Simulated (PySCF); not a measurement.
**CdO: bond curves at several levels of theory**

An exercise on one series of results from a longer session: the logs are not shown, and one member is left open.

The runs use PySCF 2.14.0; Cd cc-pVDZ-PP with ECP28, O cc-pVDZ, scalar-relativistic core potentials.

The first run:

Settings of the job:

```yaml
atoms: Cd, O
charge: 0
basis: Cd cc-pVDZ-PP with ECP28, O cc-pVDZ
Hamiltonian: scalar-relativistic core potentials
basis_functions: 52
electrons_treated: 28
masses_in_u: 113.9034, 15.9949
levels: PBE0, PBE, r²SCAN, B3LYP, revPBE, BP86, HF, MP2, SCS-MP2, CCSD, CCSD(T)
grid: 80 radial by 434 angular points
occupations: held fixed by the projection of orbital angular momentum
dissociation_limit: Cd + O, each in its ground configuration
starting_distance_in_angstrom: 2.000
values_of_2S_to_try: 0, 2
```

Command:

```bash
> OMP_NUM_THREADS=1 python dia.py task.json out
```

Among the steps run: The job; The PBE0 curve of the state that the search chose; Excited determinants; PBE; r²SCAN (meta-GGA); B3LYP (global hybrid GGA); revPBE; BP86 (GGA); UHF; MP2 and coupled cluster.

One table of the session follows, with a row left open; its other results are not shown here.

| level | Re (Å) | ωe (cm⁻¹) | De (eV) |
| --- | --- | --- | --- |
| UHF-CCSD | 2.094 | 402 | 0.341 |
| UHF-CCSD(T) | 2.094 | 414 | 0.390 |
| PBE | ? | ? | ? |
| revPBE | 2.133 | 378 | 1.01 |
| BP86 | 2.108 | 399 | 1.12 |
| r²SCAN | 2.079 | 438 | 1.17 |
| B3LYP | 2.121 | 383 | 0.84 |
| PBE0 | 2.092 | 415 | 0.89 |

**Question.** Estimate the row for PBE.

**Answer.** Re (Å): 2.111; ωe (cm⁻¹): 396; De (eV): 1.17. In the column «Re (Å)» it lies between BP86 (2.108) and B3LYP (2.121).

De is counted to Cd + O in their ground configurations. No constants: UHF (no minimum is bracketed among the points kept).
